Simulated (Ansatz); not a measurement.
# BCl₃FHSi: up Jacob's ladder to CCSD(T)

The task here is to estimate one member of a computed series from the others.

Method: functionals in def2-TZVPP, the program's frozen cores in correlated methods; program: Ansatz 0.2.0, Gaussian basis.

Plan: LDA (SPW92), PBE-D4, revPBE-D4, BLYP-D4, r2SCAN-D4, B97M-V, PBE0-D4, B3LYP-D4, r2SCANh-D4, r2SCAN0-D4, HSE06-D4, BHLYP-D4, CAM-B3LYP-D4, LC-ωPBE, ωB97X-V, ωB97M-V, B2PLYP, PBE-QIDH; CCSD(T)/def2-SVP; CCSD(T)/def2-TZVPP; MP2/def2-QZVPP; extrapolation to the limit; RPA on PBE.

## The geometry

All runs share one geometry, relaxed beforehand with PBE0-D4 in a triple-zeta def2 set.

7 atoms, charge 0, spin multiplicity 1.

Atoms are counted from 1 here; the program's logs count them from 0.

Bond lengths: F1–B2 1.313 Å, B2–Si3 2.031 Å, B2–H7 1.199 Å, Si3–Cl4 2.037 Å, Si3–Cl5 2.043 Å, Si3–Cl6 2.043 Å. Angles: F1–B2–Si3 120.0°, F1–B2–H7 118.3°, Si3–B2–H7 121.7°, B2–Si3–Cl4 113.3°, B2–Si3–Cl5 108.6°, B2–Si3–Cl6 108.5°, Cl4–Si3–Cl5 108.8°, Cl4–Si3–Cl6 108.8°, Cl5–Si3–Cl6 108.7°.

As a file:

```tsv
atom	x (Å)	y (Å)	z (Å)
F1	0.4126	-2.1403	0.5714
B2	0.7494	-0.8714	0.5782
Si3	-0.4282	0.4972	-0.3525
Cl4	-2.0645	-0.3235	-1.2457
Cl5	0.6839	1.4578	-1.7714
Cl6	-1.0499	1.8665	1.0300
H7	1.7581	-0.5545	1.1443
```

The first run:

in.yaml reads:

```yaml
crystal:
  periodic: [false, false, false]
  atoms:
    - {symbol: F, position_ang: [0.412593, -2.140259, 0.571396]}
    - {symbol: B, position_ang: [0.749399, -0.871387, 0.578174]}
    - {symbol: Si, position_ang: [-0.428214, 0.497153, -0.352502]}
    - {symbol: Cl, position_ang: [-2.064476, -0.323471, -1.245689]}
    - {symbol: Cl, position_ang: [0.683858, 1.457777, -1.771382]}
    - {symbol: Cl, position_ang: [-1.049933, 1.866544, 1.030046]}
    - {symbol: H, position_ang: [1.758075, -0.554459, 1.144258]}
basis:
  gaussian: {orbitals: def2-TZVPP}
hamiltonian: {xc: lda}
output: {orbitals: {seedname: orbitals}}
```

Among the steps run: LDA; PBE-D4 (GGA); revPBE-D4 (GGA); BLYP-D4 (GGA); r2SCAN-D4 (meta-GGA); B97M-V (meta-GGA); PBE0-D4 (hybrid); B3LYP-D4 (hybrid); r2SCANh-D4 (hybrid); r2SCAN0-D4 (hybrid); HSE06-D4 (hybrid); BHLYP-D4 (hybrid); CAM-B3LYP-D4 (range-separated); LC-ωPBE-D4 (range-separated; the results give it without D4); ωB97X-V (range-separated); ωB97M-V (range-separated); B2PLYP (double hybrid); PBE-QIDH (double hybrid).

One of the session's tables, all rows but one given; the rest of the session is left out.

It belongs to the step «Orbital energies across the functionals». 

```
  functional  HOMO (eV)  LUMO (eV)  gap (eV)
 LDA (SPW92)      -7.36      -3.65      3.71
      PBE-D4      -7.24      -3.34      3.90
   revPBE-D4      -7.18      -3.21      3.97
     BLYP-D4      -7.14      -3.16      3.98
   r2SCAN-D4      -7.55      -3.08      4.46
      B97M-V      -7.62      -3.15      4.47
     PBE0-D4      -8.58      -2.39      6.18
    B3LYP-D4      -8.38      -2.58      5.80
  r2SCANh-D4      -8.04      -2.75      5.29
  r2SCAN0-D4      -8.78      -2.25      6.53
    HSE06-D4      -8.18      -2.78      5.40
    BHLYP-D4      -9.85      -1.33      8.52
CAM-B3LYP-D4          ?          ?         ?
     LC-ωPBE     -11.25      -0.05     11.20
     ωB97X-V     -10.91      -0.15     10.77
     ωB97M-V     -10.69      -0.35     10.33
```

**Question.** Estimate the row for CAM-B3LYP-D4.

**Answer.** HOMO (eV): -9.95; LUMO (eV): -1.24; gap (eV): 8.71. In the column «HOMO (eV)» it lies between ωB97M-V (-10.69) and BHLYP-D4 (-9.85).
